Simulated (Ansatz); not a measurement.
**CH₃BOTe: basis-set convergence**

How large a basis does CH₃BOTe need? Two functionals are run in growing sets.

The runs use Ansatz 0.2.0, Gaussian basis; one geometry, several basis sets.

Levels to be run: PBE0-D4/def2-SVP; ωB97M-V/def2-SVP; PBE0-D4/def2-QZVPP; ωB97M-V/def2-QZVPP; the functionals' def2-TZVPP values are taken from earlier runs.

## (1) The relaxed structure

All runs share one geometry, relaxed beforehand with PBE0-D4 in a triple-zeta def2 set. Te takes the def2 core potential; no spin-orbit term is included.

SMILES `O=CB[TeH]`, 7 atoms, charge 0, spin multiplicity 1.

Atoms are counted from 1 here; the program's logs count them from 0.

Bond lengths: O1–C2 1.209 Å, C2–B3 1.574 Å, C2–H5 1.119 Å, B3–Te4 2.097 Å, B3–H6 1.192 Å, Te4–H7 1.660 Å. Angles: O1–C2–B3 123.5°, O1–C2–H5 119.2°, B3–C2–H5 117.2°, C2–B3–Te4 121.3°, C2–B3–H6 121.7°, Te4–B3–H6 117.0°, B3–Te4–H7 95.3°.

## (2) PBE0-D4 in def2-SVP

Input file in.yaml:

```yaml
crystal:
  periodic: [false, false, false]
  atoms:
    - {symbol: O, position_ang: [-1.646258, 0.260385, -0.924217]}
    - {symbol: C, position_ang: [-0.592697, 0.703222, -0.528318]}
    - {symbol: B, position_ang: [0.133672, 0.189544, 0.769557]}
    - {symbol: Te, position_ang: [1.236284, -1.594108, 0.766598]}
    - {symbol: H, position_ang: [-0.098874, 1.530689, -1.097730]}
    - {symbol: H, position_ang: [0.112130, 0.810755, 1.786940]}
    - {symbol: H, position_ang: [0.917246, -1.968489, -0.818429]}
basis:
  gaussian: {orbitals: def2-SVP}
hamiltonian: {xc: pbe0, dispersion: d4}
output: {orbitals: {seedname: orbitals}}
```

The run is started by

```bash
$ ansatz run in.yaml --threads 2 --pin off --events-out ev --progress --plain --max-ram 4352MiB
```

Further steps of the session: ωB97M-V in def2-SVP; PBE0-D4 in def2-QZVPP; ωB97M-V in def2-QZVPP.

**Question.** What will the summary of the whole plan be? Wanted: PBE0-D4: double and triple zeta above quadruple; ωB97M-V: double and triple zeta above quadruple.

The runs gave:

```
                                       quantity          value
PBE0-D4: double and triple zeta above quadruple  4.91, 0.26 eV
ωB97M-V: double and triple zeta above quadruple  5.10, 0.25 eV
```

**Reading.** PBE0-D4 gains 4.66 eV from double to triple zeta, then 0.26 eV more. These are total energies; as a rule much of such shifts cancels in differences, which this series doesn't test.
